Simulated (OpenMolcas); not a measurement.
**N, step by step**

We compute a series of 9 runs (ROHF/cc-pVDZ, CASSCF(5,4)/cc-pVDZ, CASPT2(5,4)/cc-pVDZ, CASPT2[IPEA 0](5,4)/cc-pVDZ, SC-NEVPT2(5,4)/cc-pVDZ, PC-NEVPT2(5,4)/cc-pVDZ, MC-PDFT[tPBE](5,4)/cc-pVDZ, MC-PDFT[ftPBE](5,4)/cc-pVDZ, and more) of N. 

The results are computed with OpenMolcas 26.06.

70 further runs of the same task are left out: 70 set aside as unsound or not needed.

## 1. The energy at ROHF/cc-pVDZ (run 1)

step1.inp

```
* N Hartree-Fock

&GATEWAY
 BASLIB
 $CurrDir
 COORD
 1
 angstrom
 N        0.000000       0.000000       0.000000
 BASIS
 cc-pVDZ
 GROUP
 NoSym

&SEWARD

&SCF
 UHF
 SPIN
 4
 PRORBITALS
 1 1

&RASSCF
 FILEORB
 $Project.UnaOrb
 SPIN
 4
 NACTEL
 3 0 0
 INACTIVE
 2
 RAS2
 3
 OUTORBITALS
 Canonical
 ORBLISTING
 Nothing
```

The basis set cc-pVDZ is read from a file made from the Basis Set Exchange's data (not shown).

Launch:

```
export MOLCAS_MEM=1860
pymolcas step1.inp > step1.log
```

The log of the run:

```text
--- Start Module: gateway ---
[...]
--- Stop Module: gateway /rc=_RC_ALL_IS_WELL_ ---
[...]
      Basis functions           14
[...]
--- Start Module: scf ---
[...]
       Convergence after   9 Iterations
[...]
::    Total SCF energy                                -54.3911145622
[...]
      Total spin, S                                     1.5010073934
[...]
--- Stop Module: scf /rc=_RC_ALL_IS_WELL_ ---
--- Start Module: rasscf ---
[...]
      Number of active orbitals                  3
[...]
      Spin quantum number                      1.5
[...]
      Active orbitals                            3
[...]
      Number of CSFs                             1
[...]
      Number of root(s) required                 1
[...]
      Convergence after  6 iterations
[...]
      printout of CI-coefficients larger than  0.05 for root  1
      energy=     -54.388414
      conf/sym  111     Coeff  Weight
             1  uuu   1.00000 1.00000
      Natural orbitals and occupation numbers for root  1
      sym 1:   1.000000   1.000000   1.000000
      ************************************************************************************************************************
      *                                                    Final results                                                     *
[...]
::    RASSCF root number  1 Total energy:    -54.38841424
[...]
      Total electronic charge=    7.000000
      Total            charge=   -0.000000
[...]
      Dipole Moment (debye):
      Origin of the operator (angstrom)=    0.0000    0.0000    0.0000
                   X=  3.7114E-16               Y=  1.4269E-16               Z= -1.9989E-16           Total=  4.4504E-16
      Quadrupole Moment (debye*angstrom):
[...]
--- Stop Module: rasscf /rc=_RC_ALL_IS_WELL_ ---
[...]
```

Run time: 1.4 s. Hardware: 1 thread of Intel Xeon 6975P-C (Granite Rapids), shared host; peak memory 0.37 GiB.

## 2. The N atom: a single-point energy at CASSCF(5,4)/cc-pVDZ (run 2)

step2.input

```
&gateway
 baslib = $CurrDir
 coord
 1
 angstrom
 N        0.000000       0.000000       0.000000
 basis = cc-pVDZ
 group = NoSym

&seward

&rasscf
 fileorb = $CurrDir/step1.RasOrb
 spin = 4
 nactel = 5 0 0
 inactive = 1
 ras2 = 4
 orblisting = Nothing
```

The basis set cc-pVDZ is read from a file made from the Basis Set Exchange's data (not shown).

Run the same way, it converges to -54.38841 Eh (log not shown).

Runs 3 to 8 aren't shown in full; the table further down has their settings and results.

## 3. The N atom: the energy at MRCI(5,4)/cc-pVDZ (run 9)

step9.inp

```
&GATEWAY
 BASLIB
 $CurrDir
 COORD
 1
 angstrom
 N        0.000000       0.000000       0.000000
 BASIS
 cc-pVDZ
 GROUP
 NoSym

&SEWARD

&RASSCF
 FILEORB
 $CurrDir/step2.RasOrb
 SPIN
 4
 NACTEL
 5 0 0
 INACTIVE
 1
 RAS2
 4
 ORBLISTING
 Nothing

&MOTRA
 LUMORB
 FROZEN
 1

&GUGA
 ELECTRONS
 5
 SPIN
 4
 INACTIVE
 0
 ACTIVE
 4
 CIALL
 1

&MRCI
 SDCI
```

The basis set cc-pVDZ is read from a file made from the Basis Set Exchange's data (not shown).

Run the same way, it converges to -54.47714 Eh (log not shown).

## 4. Overview of the runs

| run | level | active rule | inactive | energy (Eh) | dipole moment (D) of the reference | wall time |
| --- | --- | --- | --- | --- | --- | --- |
| 1 | ROHF/cc-pVDZ | – | – | -54.388414 | 0.00 | 1.4 s |
| 2 | CASSCF(5,4)/cc-pVDZ | full valence | 1 | -54.388414 | 0.00 | 1 s |
| 3 | CASPT2(5,4)/cc-pVDZ | full valence | 1 | -54.465227 | 0.00 | 1.1 s |
| 4 | CASPT2[IPEA 0](5,4)/cc-pVDZ | full valence | 1 | -54.471374 | 0.00 | 1.2 s |
| 5 | SC-NEVPT2(5,4)/cc-pVDZ | full valence | 1 | -54.460254 | 0.00 | 1.1 s |
| 6 | PC-NEVPT2(5,4)/cc-pVDZ | full valence | 1 | -54.460307 | 0.00 | 1.1 s |
| 7 | MC-PDFT[tPBE](5,4)/cc-pVDZ | full valence | 1 | -54.515915 | 0.00 | 1.2 s |
| 8 | MC-PDFT[ftPBE](5,4)/cc-pVDZ | full valence | 1 | -54.528348 | 0.00 | 1.2 s |
| 9 | MRCI(5,4)/cc-pVDZ | full valence | 1 | -54.477140 | 0.00 | 1.1 s |

## 5. Outcome

| quantity | value |
| --- | --- |
| N atom, run 9: total energy | -54.47714 Eh |
| N atom, run 9: dipole moment (CASSCF density) | 0.00 D |

Below the ROHF energy at the same shape and in the same basis (cc-pVDZ): CASSCF(5,4) +0.0 mEh; CASPT2(5,4) -76.8 mEh; CASPT2[IPEA 0](5,4) -83.0 mEh; SC-NEVPT2(5,4) -71.8 mEh; PC-NEVPT2(5,4) -71.9 mEh; MRCI(5,4) -88.7 mEh. Active-space methods hold only the correlation inside their space unless a perturbation or CI step follows. All runs together took 11 s, the longest 1.4 s.
